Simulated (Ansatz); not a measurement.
# C₃H₃Cl₂F₃: one species, many methods

An exercise on one series of results from a longer session: the logs are not shown, and one member is left open.

Program: Ansatz 0.2.0, Gaussian basis. Level of theory: functionals in def2-TZVPP, the program's frozen cores in correlated methods. These are calculated values, not measurements.

The runs, in order: LDA (SPW92), PBE-D4, revPBE-D4, BLYP-D4, r2SCAN-D4, B97M-V, PBE0-D4, B3LYP-D4, r2SCANh-D4, r2SCAN0-D4, HSE06-D4, BHLYP-D4, CAM-B3LYP-D4, LC-ωPBE, ωB97X-V, ωB97M-V, B2PLYP, PBE-QIDH; CCSD(T)/def2-SVP; CCSD(T)/def2-TZVPP; MP2/def2-QZVPP; extrapolation to the limit; RPA on PBE.

## The geometry

The geometry comes from an earlier relaxation with PBE0-D4 in a triple-zeta def2 set; it is a stationary point, not always the lowest conformer.

SMILES `FC(F)(F)CC(Cl)Cl`, 11 atoms, charge 0, spin multiplicity 1.

Atoms are counted from 1 here; the program's logs count them from 0.

Bond lengths: F1–C2 1.339 Å, C2–F3 1.342 Å, C2–F4 1.332 Å, C2–C5 1.513 Å, C5–C6 1.514 Å, C5–H9 1.092 Å, C5–H10 1.091 Å, C6–Cl7 1.775 Å, C6–Cl8 1.768 Å, C6–H11 1.087 Å. Angles: F1–C2–F3 107.4°, F1–C2–F4 107.3°, F1–C2–C5 109.6°, F3–C2–F4 107.4°, F3–C2–C5 111.3°, F4–C2–C5 113.5°, C2–C5–C6 114.7°, C2–C5–H9 106.3°, C2–C5–H10 108.7°, C6–C5–H9 108.0°, C6–C5–H10 110.5°, H9–C5–H10 108.2°, C5–C6–Cl7 108.9°, C5–C6–Cl8 112.5°, C5–C6–H11 111.7°, Cl7–C6–Cl8 110.3°, Cl7–C6–H11 106.5°, Cl8–C6–H11 106.7°.

Set-up of the first run:

Contents of in.yaml:

```yaml
crystal:
  periodic: [false, false, false]
  atoms:
    - {symbol: F, position_ang: [-2.349840, 0.458364, -0.439344]}
    - {symbol: C, position_ang: [-1.186418, -0.194813, -0.551674]}
    - {symbol: F, position_ang: [-1.374926, -1.433624, -0.072096]}
    - {symbol: F, position_ang: [-0.918898, -0.306259, -1.851648]}
    - {symbol: C, position_ang: [-0.115519, 0.539229, 0.224970]}
    - {symbol: C, position_ang: [1.172264, -0.234171, 0.413652]}
    - {symbol: Cl, position_ang: [2.166923, 0.594312, 1.628231]}
    - {symbol: Cl, position_ang: [2.074577, -0.423471, -1.094544]}
    - {symbol: H, position_ang: [-0.536137, 0.741605, 1.211782]}
    - {symbol: H, position_ang: [0.080127, 1.493627, -0.265144]}
    - {symbol: H, position_ang: [0.987834, -1.234808, 0.795805]}
basis:
  gaussian: {orbitals: def2-TZVPP}
hamiltonian: {xc: lda}
output: {orbitals: {seedname: orbitals}}
```

On the command line:

```bash
$ ansatz run in.yaml --threads 2 --pin off --events-out ev --progress --plain --max-ram 32768MiB --backend cuda --devices 0, --max-vram 18GiB
```

Steps of the session up to this table: LDA; PBE-D4 (GGA); revPBE-D4 (GGA); BLYP-D4 (GGA); r2SCAN-D4 (meta-GGA); B97M-V (meta-GGA); PBE0-D4 (hybrid); B3LYP-D4 (hybrid); r2SCANh-D4 (hybrid); r2SCAN0-D4 (hybrid); HSE06-D4 (hybrid); BHLYP-D4 (hybrid); CAM-B3LYP-D4 (range-separated); LC-ωPBE (range-separated); ωB97X-V (range-separated); ωB97M-V (range-separated); B2PLYP (double hybrid); PBE-QIDH (double hybrid).

One of the session's tables, all rows but one given; the rest of the session is left out.

It belongs to the step «Orbital energies across the functionals». 

```
  functional  HOMO (eV)  gap (eV)
 LDA (SPW92)      -7.69      6.07
      PBE-D4          ?         ?
   revPBE-D4      -7.46      6.18
     BLYP-D4      -7.36      6.09
   r2SCAN-D4      -7.89      6.68
      B97M-V      -8.00      6.88
     PBE0-D4      -8.97      8.68
    B3LYP-D4      -8.69      8.12
  r2SCANh-D4      -8.41      7.62
  r2SCAN0-D4      -9.20      9.01
    HSE06-D4      -8.56      7.88
    BHLYP-D4     -10.27     11.13
CAM-B3LYP-D4     -10.36     11.25
     LC-ωPBE     -11.81     14.01
     ωB97X-V     -11.42     13.45
     ωB97M-V     -11.24     13.13
```

Estimate the missing values for PBE-D4.

**Answer.** HOMO (eV): -7.53; gap (eV): 6.14. In the column «HOMO (eV)» it lies between LDA (SPW92) (-7.69) and revPBE-D4 (-7.46).
